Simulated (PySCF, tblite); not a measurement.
# C₆H₁₂Ge: geometry, infrared bands, NMR shifts, spin-spin couplings and electronic excitations

Wanted: the infrared bands, NMR shifts, spin-spin couplings and electronic excitations of C₆H₁₂Ge (`[CH2]1C[C@H](C2CC2)[GeH2]1`), by calculation.

Programs: tblite 0.8.0 and PySCF 2.14.0, with density-fitted response routines of our own. Each step states its level of theory. These are calculated values for one molecule in the gas phase, unless marked as measured. Atoms count from 0, in the outputs and in this text.

## Step 1: The molecule as given

19 atoms, charge 0, multiplicity 1; geometry from: force field or distance geometry start.

Bonds of the start (Å): C0–C1 1.51, C1–C2 1.53, C2–C3 1.48, C3–C4 1.51, C4–C5 1.51, C2–Ge6 1.93, Ge6–C0 1.93, C5–C3 1.51, C0–H7 1.13, C0–H8 1.10, C1–H9 1.11, C1–H10 1.11, C2–H11 1.10, C3–H12 1.10, C4–H13 1.10, C4–H14 1.13, C5–H15 1.11, C5–H16 1.11, Ge6–H17 1.54, Ge6–H18 1.53.

## Step 2: Geometry optimisation with GFN2-xTB

Job settings and geometry (Å):

```
{"job": {"kind": "relax", "xc": "GFN2-xTB", "basis": "xTB"}, "charge": 0, "multiplicity": 1}
C     -1.957400    -0.792600     0.053100
C     -1.209900    -0.458700    -1.213100
C     -0.136300     0.490700    -0.686300
C      1.118300    -0.237500    -0.402600
C      2.275000     0.577200     0.136800
C      1.597400    -0.448100     1.010500
Ge    -1.328600     0.881500     0.776800
H     -3.073400    -0.710400    -0.079100
H     -1.665500    -1.702600     0.588300
H     -1.865700     0.067300    -1.933200
H     -0.726800    -1.366200    -1.638600
H     -0.063400     1.354300    -1.361900
H      1.432700    -1.026800    -1.104200
H      2.129500     1.643500     0.347200
H      3.296200     0.274900    -0.229300
H      1.055600    -0.027800     1.881700
H      2.200600    -1.358200     1.186600
H     -2.327200     2.009300     0.458500
H     -0.760900     0.839400     2.201300
```

The run is started by

```
> OMP_NUM_THREADS=1 python probes_run.py task.json out
```

One launch serves the whole session: the jobs run in the order shown.

**Question.** This job is followed by: GFN2-xTB harmonic vibrations, gas phase; PBE0-D3(BJ)/def2-SVP geometry optimisation, gas phase; GIAO PBE0/pcSseg-1 NMR shielding, non-relativistic, gas phase; B3LYP/pcJ-1 Ge:pcSseg-1 indirect spin-spin coupling, non-relativistic, gas phase; TDDFT wB97X-D/def2-SVPD, vertical, gas phase, core orbitals frozen in the response; GIAO WP04/pcSseg-1 NMR shielding, non-relativistic, gas phase. Predict these results of the whole session: strongest single infrared mode (GFN2-xTB); zero-point energy (GFN2-xTB); point group; rotational constants (main isotopes); ¹³C shifts against TMS (PBE0/pcSseg-1); ¹H shifts against TMS (PBE0/pcSseg-1); ⁷³Ge shifts against GeMe4 (PBE0/pcSseg-1); largest coupling of the table (B3LYP/pcSseg-1+pcJ-1); lowest singlet (wB97X-D/def2-SVPD); brightest single state of those computed; lowest triplet; vertical ionisation energy (ΔSCF); range of the shift of Ge6.

The runs gave:

| quantity | value |
| --- | --- |
| strongest single infrared mode (GFN2-xTB) | 1940 cm⁻¹, 579 km/mol |
| zero-point energy (GFN2-xTB) | 98.1 kcal/mol |
| point group | C1 |
| rotational constants (main isotopes) | 2.94, 1.40, 1.16 GHz |
| ¹³C shifts against TMS (PBE0/pcSseg-1) | 39.9, 32.9, 15.1, 14.9, 5.3, 4.1 ppm |
| ¹H shifts against TMS (PBE0/pcSseg-1) | 4.55, 4.53, 2.61, 2.59, 2.07, 1.80, 1.40, 0.82, 0.55, 0.54, 0.46, -0.13 ppm |
| ⁷³Ge shifts against GeMe4 (PBE0/pcSseg-1) | -140 ppm |
| largest coupling of the table (B3LYP/pcSseg-1+pcJ-1) | ¹J(C,H) C4–H14, 169.7 Hz |
| lowest singlet (wB97X-D/def2-SVPD) | 6.90 eV (180 nm), f = 0.035 |
| brightest single state of those computed | state 8, 8.07 eV, f = 0.068 |
| lowest triplet | 6.27 eV |
| vertical ionisation energy (ΔSCF) | 9.29 eV |
| range of the shift of Ge6 | -140 to -120 ppm |

What this shows: Over 79 steps the energy fell by 0.702 eV; of the close pairs, C2–Ge6 changed most, 1.927 to 2.006 Å (GFN2-xTB). All 51 modes are real, so the xTB geometry is a minimum. The strongest single mode, at 1940 cm⁻¹, moves mainly H17. GFN2-xTB is a fitted tight-binding method: band positions and strengths are rough. Its intensities can rank the bands wrongly. Relaxing lowered the energy by 0.204 eV in 5 steps; the close pair that moved most is C2–C3, from 1.552 to 1.507 Å (PBE0/def2-SVP). At PBE0/pcSseg-1: The widest tensor belongs to Ge6: span 167 ppm, with a paramagnetic part of -1287 ppm. Of the pairs tabulated at B3LYP/pcSseg-1+pcJ-1, C4–H14 couples most strongly (169.7 Hz; Fermi contact 168.1 Hz). Couplings across rotatable bonds belong to this one conformer; where others are populated, the observed values are averages. The lowest singlet, at 6.90 eV, is HOMO→LUMO 0.41, HOMO−1→LUMO 0.34 and is weak; of the 10 states computed, the strongest absorption comes from state 8 at 8.07 eV. The lowest triplet lies 0.62 eV below the lowest singlet (triplets in Tamm-Dancoff, singlets in full TDDFT). ΔSCF puts the ionisation energy at 9.29 eV, 0.08 eV above −ε(HOMO). In ppm, Ge6 moves most: its shift spreads over 20 ppm, from -140 (PBE0/pcSseg-1) to -120 (WP04/pcSseg-1). Spin-orbit coupling is left out, which matters for shieldings and couplings at and beside the heavy atoms.
